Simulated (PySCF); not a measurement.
# C3H6BrFO: magnetic properties

Aim: compute the magnetic properties of C3H6BrFO (`C[C@@H](O)[C@H](F)Br`).

Computed with PySCF 2.14.0 and routines of our own; the level stands in each step. Atoms count from 0.

## 1. The starting structure

12 atoms, charge 0, multiplicity 1; geometry from: GFN2-xTB.

## 2. Optimising the geometry at PBE0-D3(BJ)/def2-SVP

Job settings and geometry (Å):

```
{"job": {"xc": "PBE0", "basis": "def2-SVP", "d3": "d3bj", "grid": 1, "kind": "geom"}, "charge": 0, "multiplicity": 1}
C     -1.321753    -0.071899     0.086120
C      0.138941    -0.364559     0.412071
O      0.528030    -1.644937    -0.009286
C      1.083848     0.666801    -0.225687
F      2.356343     0.451535     0.171434
Br     0.620206     2.499762     0.275954
H     -1.932764    -0.898274     0.440977
H     -1.658630     0.838787     0.571673
H     -1.459251     0.031079    -0.990003
H      0.304653    -0.357192     1.495214
H      0.275762    -1.773806    -0.932053
H      1.065813     0.622017    -1.322442
```

On the command line:

```sh
$ OMP_NUM_THREADS=1 python excited_run.py task.json out
```

The driver reads the jobs from task.json and runs them one after another.

The program printed:

```text
step   0  E = -2866.00618476  max force = 0.012654
step   1  E = -2866.00683597  max force = 0.003956
step   2  E = -2866.00718163  max force = 0.002116
step   3  E = -2866.00731118  max force = 0.000902
step   4  E = -2866.00742036  max force = 0.002194
step   5  E = -2866.00749933  max force = 0.002295
step   6  E = -2866.00752082  max force = 0.000970
step   7  E = -2866.00752541  max force = 0.000287
optimisation converged
```

Run time: 40 s. Hardware: 1 thread of Arm Neoverse V2, shared host; peak memory 0.59 GiB.

Along the way:

| step | energy from step 0 (eV) | largest force component (eV/Å) |
| --- | --- | --- |
| 0 | 0.0000 | 0.6507 |
| 1 | -0.0177 | 0.2034 |
| 2 | -0.0271 | 0.1088 |
| 3 | -0.0307 | 0.0464 |
| 4 | -0.0336 | 0.1128 |
| 5 | -0.0358 | 0.1180 |
| 6 | -0.0364 | 0.0499 |
| 7 | -0.0365 | 0.0148 |

Distances of close pairs at the start and the end, largest changes first:

| bond | before (Å) | after (Å) | change (Å) |
| --- | --- | --- | --- |
| C0–H8 | 1.090 | 1.104 | +0.014 |
| C0–H7 | 1.086 | 1.098 | +0.012 |
| C0–H6 | 1.087 | 1.099 | +0.012 |
| C1–C3 | 1.537 | 1.527 | -0.011 |
| C0–C1 | 1.525 | 1.516 | -0.009 |
| C1–H9 | 1.096 | 1.103 | +0.007 |
| C3–F4 | 1.350 | 1.345 | -0.006 |
| C3–H11 | 1.098 | 1.103 | +0.005 |

The end geometry stands in the next job.

| at the end point | value |
| --- | --- |
| point group (found at 0.08 Å tolerance) | C1 |
| rotational constants (GHz, main isotopes) | 3.868, 1.409, 1.075 |
| dipole moment (D) | 2.77 |

## 3. Magnetic properties: GIAO CAM-B3LYP/pcSseg-1

Job settings and geometry (Å):

```
{"job": {"kind": "mag", "xc": "CAM-B3LYP", "basis": "pcSseg-1", "isotopologues": 2}, "charge": 0, "multiplicity": 1}
C     -1.294228     0.311312     0.046275
C      0.034237    -0.306837     0.436906
O      0.044897    -1.695754     0.237932
C      1.227404     0.291429    -0.303976
F      2.362391    -0.317476     0.082285
Br     1.401544     2.209200     0.031234
H     -2.100773    -0.223065     0.567530
H     -1.349547     1.376757     0.304955
H     -1.466709     0.217060    -1.040017
H      0.224424    -0.153198     1.512192
H     -0.283615    -1.876420    -0.650466
H      1.120417     0.195719    -1.397653
```

With the program's defaults for keys left out, this is: GIAO CAM-B3LYP/pcSseg-1 magnetisability, rotational g tensor and spin-rotation constants, non-relativistic, gas phase.

The program printed:

```text
coarse grid: 48184 points
cycle   1  E = -2866.7168639722  dE = -4.052e-01  |g| = 1.085e+00  |ddm| = 2.951e+00
cycle   2  E = -2866.6423721163  dE =  7.449e-02  |g| = 1.164e+00  |ddm| = 1.263e+00
cycle   3  E = -2866.8550637139  dE = -2.127e-01  |g| = 1.848e-01  |ddm| = 8.175e-01
cycle   4  E = -2866.8599914397  dE = -4.928e-03  |g| = 3.775e-02  |ddm| = 1.068e-01
cycle   5  E = -2866.8601522114  dE = -1.608e-04  |g| = 8.479e-03  |ddm| = 2.889e-02
cycle   6  E = -2866.8601664679  dE = -1.426e-05  |g| = 2.985e-03  |ddm| = 9.137e-03
cycle   7  E = -2866.8601679966  dE = -1.529e-06  |g| = 9.077e-04  |ddm| = 3.088e-03
final grid: 101744 points
cycle   8  E = -2866.8601628307  dE = -5.219e-08  |g| = 1.006e-03  |ddm| = 1.781e-03
cycle   9  E = -2866.8601627773  dE =  5.335e-08  |g| = 1.204e-03  |ddm| = 1.297e-03
cycle  10  E = -2866.8601629763  dE = -1.990e-07  |g| = 6.282e-05  |ddm| = 6.901e-04
cycle  11  E = -2866.8601629770  dE = -6.921e-10  |g| = 1.555e-05  |ddm| = 6.585e-05
converged SCF energy = -2866.8601629770

Magnetisability tensor (1e-30 J/T^2)
    -1268.84       19.78      -42.59
       19.78    -1356.73      -21.31
      -42.59      -21.31    -1169.20
isotropic -1264.93   principal values   -1361.81  -1282.99  -1149.98
isotropic susceptibility -76.176 1e-6 cm^3/mol

Inertial axes            a          b          c
rot. const./GHz      3.8678     1.4087     1.0746
chi total           -79.662    -78.185    -70.681
chi diamagnetic    -399.566   -866.164  -1117.318
chi paramagnetic    319.904    787.980   1046.638
quadrupole/D A       -1.725     -3.079      4.804
g nuclear            0.5708     0.5172     0.5190
g electronic        -0.5813    -0.5215    -0.5284
g total             -0.0105    -0.0043    -0.0094

Spin-rotation constants (kHz, H = +C I.J)
atom  isotope        aa         bb         cc
  4    19F        1.844      1.376      0.931
  5   79Br        2.553      2.614      2.737
  6     1H       -0.120     -0.102     -0.098
  7     1H       -0.068     -0.099     -0.108
  8     1H       -0.469     -0.152      0.018
  9     1H       -0.426     -0.147      0.067
 10     1H       -0.450     -0.190     -0.017
 11     1H       -0.382     -0.153      0.085
  0    13C*       0.588      0.190      0.184
  1    13C*       0.762      0.355      0.272
  2    17O*      -0.501     -0.153     -0.078
  3    13C*       1.144      0.339      0.356
* in the singly substituted isotopologue

Isotopologues: g along a, b, c
2H    at 6,7,8,9,10,11     -0.0101    -0.0038    -0.0089
13C   at 0                 -0.0106    -0.0042    -0.0093
```

Run time: 27 s. Hardware: 1 thread of Arm Neoverse V2, shared host; peak memory 0.91 GiB.

From this job:

| quantity | value |
| --- | --- |
| magnetisability | -1265·10⁻³⁰ J/T² |
| molar susceptibility | -76.2·10⁻⁶ cm³/mol |
| rotational g (a, b, c) | -0.0105, -0.0043, -0.0094 |

## 4. Magnetic properties: GIAO HF/3-21G in cyclohexane

The job, as its differences from that of step 3:

```diff
@@ -1,2 +1,2 @@
-{"job": {"kind": "mag", "xc": "CAM-B3LYP", "basis": "pcSseg-1", "isotopologues": 2}, "charge": 0, "multiplicity": 1}
+{"job": {"kind": "mag", "xc": "HF", "basis": "3-21G", "solvent": "cyclohexane"}, "charge": 0, "multiplicity": 1}
 C     -1.294228     0.311312     0.046275
```

With the program's defaults for keys left out, this is: GIAO HF/3-21G magnetisability, non-relativistic, IEF-PCM cyclohexane.

The program printed:

```text
final grid: 101744 points
cycle   1  E = -2849.6662225739  dE = -1.791e+00  |g| = 7.775e-01  |ddm| = 3.175e+00
cycle   2  E = -2849.7836135532  dE = -1.174e-01  |g| = 4.657e-01  |ddm| = 1.229e+00
cycle   3  E = -2849.8254982757  dE = -4.188e-02  |g| = 5.156e-02  |ddm| = 4.676e-01
cycle   4  E = -2849.8266970449  dE = -1.199e-03  |g| = 1.509e-02  |ddm| = 1.145e-01
cycle   5  E = -2849.8267852143  dE = -8.817e-05  |g| = 4.800e-03  |ddm| = 2.973e-02
cycle   6  E = -2849.8267990407  dE = -1.383e-05  |g| = 9.863e-04  |ddm| = 1.516e-02
cycle   7  E = -2849.8267997212  dE = -6.804e-07  |g| = 2.687e-04  |ddm| = 2.932e-03
cycle   8  E = -2849.8267997691  dE = -4.788e-08  |g| = 7.744e-05  |ddm| = 7.588e-04
cycle   9  E = -2849.8267997727  dE = -3.591e-09  |g| = 2.195e-05  |ddm| = 1.999e-04
cycle  10  E = -2849.8267997730  dE = -3.188e-10  |g| = 6.136e-06  |ddm| = 6.482e-05
converged SCF energy = -2849.8267997730

Magnetisability tensor (1e-30 J/T^2)
    -1338.33       21.62      -34.53
       21.62    -1397.81      -13.25
      -34.53      -13.25    -1232.77
isotropic -1322.97   principal values   -1404.86  -1343.60  -1220.44
isotropic susceptibility -79.671 1e-6 cm^3/mol

Inertial axes            a          b          c
rot. const./GHz      3.8678     1.4087     1.0746
chi total           -82.408    -82.160    -74.445
chi diamagnetic    -399.306   -866.653  -1118.948
chi paramagnetic    316.898    784.493   1044.503
quadrupole/D A       -3.219     -3.301      6.519
```

It took 3.8 s on 1 thread of Arm Neoverse V2, shared host; peak memory 0.6 GiB.

In short:

| quantity | value |
| --- | --- |
| magnetisability | -1323·10⁻³⁰ J/T² |
| molar susceptibility | -79.7·10⁻⁶ cm³/mol |

## 5. Magnetic properties: GIAO B97-2/ANO-RCC-VDZP in benzene

The job, as its differences from that of step 4:

```diff
@@ -1,2 +1,2 @@
-{"job": {"kind": "mag", "xc": "HF", "basis": "3-21G", "solvent": "cyclohexane"}, "charge": 0, "multiplicity": 1}
+{"job": {"kind": "mag", "xc": "B97-2", "basis": "ANO-RCC-VDZP", "solvent": "benzene", "scf": {"damp": 0.2}}, "charge": 0, "multiplicity": 1}
 C     -1.294228     0.311312     0.046275
```

Level: GIAO B97-2/ANO-RCC-VDZP magnetisability, non-relativistic, IEF-PCM benzene.

ANO-RCC is contracted for a relativistic Hamiltonian, so without one its core functions misfit and properties at heavier nuclei are off.

The program printed:

```text
damping 0.20 in the first 6 cycles
final grid: 101744 points
cycle   1  E = -2845.8093942400  dE =  6.423e-01  |g| = 7.772e-01  |ddm| = 4.586e+00
cycle   2  E = -2845.7963023612  dE =  1.309e-02  |g| = 8.308e-01  |ddm| = 1.175e+00
cycle   3  E = -2845.7833419967  dE =  1.296e-02  |g| = 8.651e-01  |ddm| = 1.225e+00
cycle   4  E = -2845.7395927372  dE =  4.375e-02  |g| = 9.948e-01  |ddm| = 1.351e+00
cycle   5  E = -2845.7166747738  dE =  2.292e-02  |g| = 1.042e+00  |ddm| = 1.474e+00
cycle   6  E = -2845.1957644654  dE =  5.209e-01  |g| = 1.939e+00  |ddm| = 2.371e+00
cycle   7  E = -2844.4674606851  dE =  7.283e-01  |g| = 2.641e+00  |ddm| = 3.419e+00
cycle   8  E = -2845.9256053703  dE = -1.458e+00  |g| = 7.068e-02  |ddm| = 2.005e+00
cycle   9  E = -2845.9260480308  dE = -4.427e-04  |g| = 6.523e-02  |ddm| = 1.829e-01
cycle  10  E = -2845.9272316415  dE = -1.184e-03  |g| = 1.216e-02  |ddm| = 8.406e-02
cycle  11  E = -2845.9272624991  dE = -3.086e-05  |g| = 4.507e-03  |ddm| = 1.592e-02
cycle  12  E = -2845.9272671698  dE = -4.671e-06  |g| = 1.172e-03  |ddm| = 5.593e-03
cycle  13  E = -2845.9272675123  dE = -3.425e-07  |g| = 2.423e-04  |ddm| = 1.234e-03
cycle  14  E = -2845.9272675225  dE = -1.022e-08  |g| = 1.039e-04  |ddm| = 2.585e-04
cycle  15  E = -2845.9272675245  dE = -1.938e-09  |g| = 2.873e-05  |ddm| = 9.430e-05
cycle  16  E = -2845.9272675246  dE = -9.277e-11  |g| = 1.853e-05  |ddm| = 3.729e-05
converged SCF energy = -2845.9272675246

Magnetisability tensor (1e-30 J/T^2)
    -1275.79       18.44      -35.87
       18.44    -1355.99      -19.55
      -35.87      -19.55    -1167.80
isotropic -1266.53   principal values   -1360.77  -1284.71  -1154.09
isotropic susceptibility -76.272 1e-6 cm^3/mol

Inertial axes            a          b          c
rot. const./GHz      3.8678     1.4087     1.0746
chi total           -79.782    -78.472    -70.562
chi diamagnetic    -398.924   -865.695  -1117.043
chi paramagnetic    319.143    787.223   1046.481
quadrupole/D A       -2.029     -3.091      5.120
```

Wall time 35 s (1 thread of Arm Neoverse V2, shared host); peak memory 0.77 GiB.

In short:

| quantity | value |
| --- | --- |
| magnetisability | -1267·10⁻³⁰ J/T² |
| molar susceptibility | -76.3·10⁻⁶ cm³/mol |

## 6. What came out

| quantity | value |
| --- | --- |
| point group | C1 |
| rotational constants (main isotopes) | 3.87, 1.41, 1.07 GHz |
| magnetisability (step 3, GIAO CAM-B3LYP/pcSseg-1) | -1265·10⁻³⁰ J/T² |
| molar susceptibility (step 3, GIAO CAM-B3LYP/pcSseg-1) | -76.2·10⁻⁶ cm³/mol |
| rotational g (a, b, c) (step 3, GIAO CAM-B3LYP/pcSseg-1) | -0.0105, -0.0043, -0.0094 |

**Reading.** The optimisation took 7 steps and gained 0.036 eV; among the close pairs (by a distance rule), C0–H8 changed most, from 1.090 to 1.104 Å. Steps that list no spin-orbit terms leave them out, which matters at and beside the heavy atoms. Vibrational averaging and real surroundings are missing from these values.
